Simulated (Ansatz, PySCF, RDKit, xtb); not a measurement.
# Which structure has the formula CH3BrSn?

Task: start from the formula CH3BrSn, draw up candidate structures, narrow them down in stages, and characterise the one that lies lowest at 298.15 K.

The funnel: GFN2-xTB relaxations, single points with a density functional, relaxations at PBE0-D3(BJ)/def2-SVP, harmonic vibrations, and a last energy at a higher level. All values are calculated.

6 further runs of the same task are left out: 6 set aside as unsound or not needed.

## (1) Drawing up candidates

All bonding patterns within simple valence rules are listed by program: one Lewis structure each, at most two rings and one unusual centre or charged pair. O–O, O–halogen and N–halogen bonds and N–N–N chains are not drawn. That gives 10 candidates.

```
label           SMILES     spin
 c062    [CH3][Sn][Br]  triplet
 c130    [CH3][Sn][Br]  singlet
 c368      Br[C][SnH3]  singlet
 c379     Br[CH2][SnH]  triplet
 c511     Br[CH2][SnH]  singlet
 c682      Br[C][SnH3]  triplet
 c765    Br[CH]=[SnH2]  singlet
 c787  [CH2]=[SnH][Br]  singlet
 c831   [CH][SnH2][Br]  singlet
 c840   [CH][SnH2][Br]  triplet
```

Candidates are built by distance geometry, with a force field where one applies, in up to four conformers (letters a to d). 16 starts with atoms placed at random are added, to find patterns that the rules miss.

Q: Predict the outcome of this search (final energies at PBE0-D3(BJ)/def2-SVP).

| quantity | value |
| --- | --- |
| lowest structure found | [CH3][Sn][Br], singlet, Cs |
| next finalist | [CH3][Sn][Br], triplet, 38.7 kcal/mol higher in G |
| share at equilibrium, among the finalists | 100.0 % |
| harmonic wavenumbers, lowest and highest (PBE0-D3(BJ)/def2-SVP) | 67 and 3172 cm⁻¹ |
| rotational constants, same geometry | 0.2457, 0.04973, 0.04169 cm⁻¹ |
| dipole moment (PBE0/def2-TZVPD) | 3.02 D |
| HOMO energy (PBE0/def2-TZVPD) | -6.71 eV |
| LUMO energy (PBE0/def2-TZVPD) | -2.85 eV |
| HOMO–LUMO gap (PBE0/def2-TZVPD) | 3.86 eV |
| lowest excitation (TD-PBE0/def2-SVPD) | 2.65 eV (f = 0.015) |
| lowest triplet excitation, same level, Tamm-Dancoff | 1.85 eV |
| vertical ionisation energy | 8.62 eV |
| vertical electron affinity | 1.18 eV |
| vertical triplet less singlet | +1.89 eV |

The search ends on `[CH3][Sn][Br]`. Among the finalists first place is clear (38.7 kcal/mol); structures outside the list aren't covered. r2SCAN-D4/def2-SVP already puts its bonding pattern lowest among the structures in one piece. Spin-orbit coupling, which matters for elements this heavy, is left out. The search is not exhaustive (a finite list of starts, one conformer a finalist), so a lower isomer can't be ruled out. Patterns outside the rules of the enumeration were met only by chance.
